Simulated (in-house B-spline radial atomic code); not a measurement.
# Zr²³⁺: a test of the knot spacing (logarithmic)

How far can the knot spacing (logarithmic) be changed before the Zr²³⁺ run goes wrong?

The numbers are computed with in-house B-spline radial atomic code version 1 (non-relativistic revTPSS, spherical fractional occupations, point nucleus, basis-set limit), except any that are marked as measured or tabulated.

### 1 The atom as given

```
element       : zirconium (Z = 40)
charge        : +23
electrons     : 17
configuration : [Ne] 3s2 3p5
Hamiltonian   : non-relativistic
nucleus       : point
```

Outer shells as boxes (Hund's rule):

[Ne] 3s2 3p5
```
[Ne] core
3s [↑↓]
3p [↑↓][↑↓][↑ ]
```

The boxes only draw the filling; these runs are spin-restricted and spherical.

A run counts as converged when the orbital gradient is under the tolerance times 40 hartree (or under the basis's noise floor) and the energy moved by less than 1e-8 hartree times the root of its size. Energy differences under 1e-05 hartree are noise.

The run's settings:

```ini
Z = 40
electrons = 17.0
configuration = [Ne] 3s2 3p5
hamiltonian = nr
method = revtpss,revtpss
spin_polarised = False
knot_spacing = 0.22
spline_order = 8
gauss_points = 12
box_radius = 2.53
max_iterations = 70
damping = 0.5
damped_steps = 3
diis_vectors = 10
tolerance = 1e-08
start = Thomas-Fermi
```

The reference is known from an earlier run: -3208.605271 hartree in all. Up to eight levels, counted from the top:

```csv
orbital,occupation,energy (eV),<r> (bohr)
1s,2,-18436.1,0.03813
2s,2,-3353.93,0.1655
2p,6,-3158.98,0.1422
3s,2,-1190.09,0.4162
3p,5,-1120.04,0.4028
```

### 2 Knot spacing (logarithmic) 0.1

The run's settings:

```ini
Z = 40
electrons = 17.0
configuration = [Ne] 3s2 3p5
hamiltonian = nr
method = revtpss,revtpss
spin_polarised = False
knot_spacing = 0.1
spline_order = 8
gauss_points = 12
box_radius = 2.53
max_iterations = 70
damping = 0.5
damped_steps = 3
diis_vectors = 10
tolerance = 1e-08
start = Thomas-Fermi
```

The run is started by

```bash
$ python run_scf.py task.json out
```

One command runs all members of the session, one after another, from task.json.

### 3 Knot spacing (logarithmic) 0.15

Changes to the settings of step 2:

```diff
@@ -6,3 +6,3 @@
 spin_polarised = False
-knot_spacing = 0.1
+knot_spacing = 0.15
 spline_order = 8
```

### 4 Knot spacing (logarithmic) 0.3

Changes to the settings of step 3:

```diff
@@ -6,3 +6,3 @@
 spin_polarised = False
-knot_spacing = 0.15
+knot_spacing = 0.3
 spline_order = 8
```

### 5 Knot spacing (logarithmic) 0.4

Changes to the settings of step 4:

```diff
@@ -6,3 +6,3 @@
 spin_polarised = False
-knot_spacing = 0.3
+knot_spacing = 0.4
 spline_order = 8
```

### 6 Knot spacing (logarithmic) 0.55

Changes to the settings of step 5:

```diff
@@ -6,3 +6,3 @@
 spin_polarised = False
-knot_spacing = 0.4
+knot_spacing = 0.55
 spline_order = 8
```

### 7 Knot spacing (logarithmic) 0.75

Changes to the settings of step 6:

```diff
@@ -6,3 +6,3 @@
 spin_polarised = False
-knot_spacing = 0.55
+knot_spacing = 0.75
 spline_order = 8
```

### 8 Knot spacing (logarithmic) 1

Changes to the settings of step 7:

```diff
@@ -6,3 +6,3 @@
 spin_polarised = False
-knot_spacing = 0.75
+knot_spacing = 1.0
 spline_order = 8
```

### 9 Knot spacing (logarithmic) 1.4

Changes to the settings of step 8:

```diff
@@ -6,3 +6,3 @@
 spin_polarised = False
-knot_spacing = 1.0
+knot_spacing = 1.4
 spline_order = 8
```

### 10 Knot spacing (logarithmic) 2

Changes to the settings of step 9:

```diff
@@ -6,3 +6,3 @@
 spin_polarised = False
-knot_spacing = 1.4
+knot_spacing = 2.0
 spline_order = 8
```

**Question.** Which of these runs converge to the reference energy, which miss it and by about how much, and which fail?

The runs gave:

| run | outcome | iterations | energy less the reference (hartree) |
| --- | --- | --- | --- |
| reference | converged | 7 | 0 |
| knot spacing (logarithmic) 0.1 | converged | 7 | -3.52e-05 |
| knot spacing (logarithmic) 0.15 | converged | 7 | -3.16e-05 |
| knot spacing (logarithmic) 0.3 | converged | 7 | +0.000227 |
| knot spacing (logarithmic) 0.4 | converged | 7 | +0.000894 |
| knot spacing (logarithmic) 0.55 | converged | 7 | +0.00796 |
| knot spacing (logarithmic) 0.75 | converged | 7 | +0.339 |
| knot spacing (logarithmic) 1 | converged | 7 | +1.22 |
| knot spacing (logarithmic) 1.4 | converged | 7 | +14 |
| knot spacing (logarithmic) 2 | converged | 7 | +29.6 |

Of 9 changed inputs, 9 converged to another value. The worst converged miss is +29.6 hartree (knot spacing (logarithmic) 2): knots so far apart cannot follow the orbitals. A finer basis lowers the energy by up to 3.5e-05 hartree, which is how far the reference itself is from the limit.
